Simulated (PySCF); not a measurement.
# C4H9AlF2O: electronic excitations

Aim: predict the electronic excitations of C4H9AlF2O (`C[O+]([AlH3-])C/C(F)=C/F`).

Computed with PySCF 2.14.0, with density-fitted response routines of our own, on a single molecule in the gas phase. Atoms count from 0, in the outputs and in this text.

**1. Starting geometry**

17 atoms, charge 0, multiplicity 1; geometry from: GFN2-xTB.

Bonds of the start (Å): C0–O1 1.41, O1–Al2 1.89, O1–C3 1.41, C3–C4 1.51, C4–F5 1.35, C4–C6 1.33, C6–F7 1.33, C0–H8 1.09, C0–H9 1.09, C0–H10 1.09, Al2–H11 1.58, Al2–H12 1.58, Al2–H13 1.57, C3–H14 1.10, C3–H15 1.10, C6–H16 1.08.

**2. TDDFT and polarisability: CAM-B3LYP/def2-SVPD**

What the job is given:

```
{"job": {"kind": "uv", "xc": "CAM-B3LYP", "basis": "def2-SVPD", "nstates": 8, "ntriplets": 3}, "charge": 0, "multiplicity": 1}
C      0.927648    -1.276559     0.689301
O      0.638123    -0.319015    -0.309169
Al     1.768353     1.193061    -0.325684
C     -0.581913    -0.510001    -0.990190
C     -1.769426    -0.132941    -0.145374
F     -2.777064    -1.027770    -0.182755
C     -1.826473     0.972573     0.583330
F     -2.869077     1.296819     1.344779
H      0.143914    -1.301969     1.449544
H      1.052949    -2.268284     0.247287
H      1.865454    -0.956429     1.144831
H      1.542624     1.664998     1.164460
H      0.973477     1.938511    -1.467741
H      3.123831     0.466410    -0.645167
H     -0.520890     0.139763    -1.869825
H     -0.686017    -1.553539    -1.312387
H     -1.012513     1.686404     0.614851
```

With the program's defaults for keys left out, this is: TDDFT CAM-B3LYP/def2-SVPD, vertical, gas phase, core orbitals frozen in the response.

Started as:

```console
OMP_NUM_THREADS=1 python probes_run.py task.json out
```

The driver reads the jobs from task.json and runs them one after another.

Predict these results of the whole session: lowest singlet (CAM-B3LYP/def2-SVPD); brightest single state of those computed; lowest triplet.

The runs gave:

| quantity | value |
| --- | --- |
| lowest singlet (CAM-B3LYP/def2-SVPD) | 6.57 eV (189 nm), f = 0.005 |
| brightest single state of those computed | state 4, 7.10 eV, f = 0.114 |
| lowest triplet | 4.25 eV |

The lowest singlet, at 6.57 eV, is HOMO→LUMO 0.30, HOMO−2→LUMO+1 0.18 and is weak; of the 8 states computed, the strongest absorption comes from state 4 at 7.10 eV (the last state computed is bright too, and its partners may lie past the list). The lowest triplet lies 2.32 eV below the lowest singlet (triplets in Tamm-Dancoff, singlets in full TDDFT).
